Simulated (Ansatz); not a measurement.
**C2H6BFOSi: up Jacob's ladder to CCSD(T)**

One table from this session's results is given with a row withheld; the runs are named, their logs left out.

Method: functionals in def2-TZVPP, the program's frozen cores in correlated methods; program: Ansatz 0.2.0, Gaussian basis.

Plan: PBE-D4, r2SCAN-D4, PBE0-D4, B3LYP-D4, ωB97X-V, ωB97M-V, B2PLYP; CCSD(T)/def2-TZVPP; MP2/def2-QZVPP; extrapolation to the limit.

## The geometry

The geometry comes from an earlier relaxation with PBE0-D4 in a triple-zeta def2 set; it is a stationary point, not always the lowest conformer.

SMILES `O[SiH]1CB(F)C1`, 12 atoms, charge 0, spin multiplicity 1.

Atoms are counted from 1 here; the program's logs count them from 0.

Bond lengths: O1–Si2 1.646 Å, O1–H7 0.958 Å, Si2–C3 1.889 Å, Si2–C6 1.877 Å, Si2–H8 1.487 Å, C3–B4 1.572 Å, C3–H9 1.087 Å, C3–H10 1.099 Å, B4–F5 1.326 Å, B4–C6 1.573 Å, C6–H11 1.099 Å, C6–H12 1.087 Å. Angles: Si2–O1–H7 117.8°, O1–Si2–C3 118.3°, O1–Si2–C6 113.5°, O1–Si2–H8 110.7°, C3–Si2–C6 83.3°, C3–Si2–H8 113.4°, C6–Si2–H8 115.4°, Si2–C3–B4 81.5°, Si2–C3–H9 126.4°, Si2–C3–H10 104.5°, B4–C3–H9 121.3°, B4–C3–H10 110.0°, H9–C3–H10 109.7°, C3–B4–F5 126.3°, C3–B4–C6 105.5°, F5–B4–C6 126.2°, Si2–C6–B4 81.9°, Si2–C6–H11 103.9° and more.

Set-up of the first run:

File in.yaml:

```yaml
crystal:
  periodic: [false, false, false]
  atoms:
    - {symbol: O, position_ang: [-0.392866, 1.227193, 1.858180]}
    - {symbol: Si, position_ang: [-0.629103, 0.484161, 0.408799]}
    - {symbol: C, position_ang: [0.714713, 0.642343, -0.910039]}
    - {symbol: B, position_ang: [0.491053, -0.911611, -0.991540]}
    - {symbol: F, position_ang: [0.491983, -1.648784, -2.094343]}
    - {symbol: C, position_ang: [-0.115809, -1.321649, 0.400032]}
    - {symbol: H, position_ang: [-0.689081, 2.133865, 1.949289]}
    - {symbol: H, position_ang: [-1.996593, 0.761670, -0.106311]}
    - {symbol: H, position_ang: [0.674741, 1.265896, -1.799548]}
    - {symbol: H, position_ang: [1.630436, 0.861833, -0.344368]}
    - {symbol: H, position_ang: [0.677012, -1.374495, 1.159107]}
    - {symbol: H, position_ang: [-0.779486, -2.175623, 0.504843]}
basis:
  gaussian: {orbitals: def2-TZVPP}
hamiltonian: {xc: pbe, dispersion: d4}
output: {forces: true, orbitals: {seedname: orbitals}}
```

Started as:

```bash
$ ansatz run in.yaml --threads 4 --pin off --events-out ev --progress --plain --max-ram 10444MiB
```

Steps of the session up to this table: PBE-D4 (GGA); r2SCAN-D4 (meta-GGA); PBE0-D4 (hybrid); B3LYP-D4 (hybrid); ωB97X-V (range-separated); ωB97M-V (range-separated); B2PLYP (double hybrid); CCSD(T) in def2-TZVPP; MP2 in def2-QZVPP.

One of the session's tables, all rows but one given; the rest of the session is left out.

It belongs to the step «Atomisation energies». 

```
            method  atomisation energy (kJ/mol)
            PBE-D4                       5000.9
         r2SCAN-D4                       4937.5
           PBE0-D4                       4921.8
          B3LYP-D4                       4889.2
           ωB97X-V                       4918.4
           ωB97M-V                       4929.2
            B2PLYP                       4854.2
     HF/def2-TZVPP                       3666.9
    MP2/def2-TZVPP                            ?
   CCSD/def2-TZVPP                       4707.7
CCSD(T)/def2-TZVPP                       4778.0
           MP2/CBS                       5021.2
       CCSD(T)/CBS                       4900.5
```

Estimate the missing values for MP2/def2-TZVPP.

The run gave: atomisation energy (kJ/mol): 4898.8. In the column «atomisation energy (kJ/mol)» it lies between B3LYP-D4 (4889.2) and CCSD(T)/CBS (4900.5).

To keep in mind: Free atoms (1 O, 1 Si, 2 C, 1 B, 1 F, 6 H) were run apart at each level; the atomisation energy is their sum less the molecule, without zero-point or spin-orbit terms.
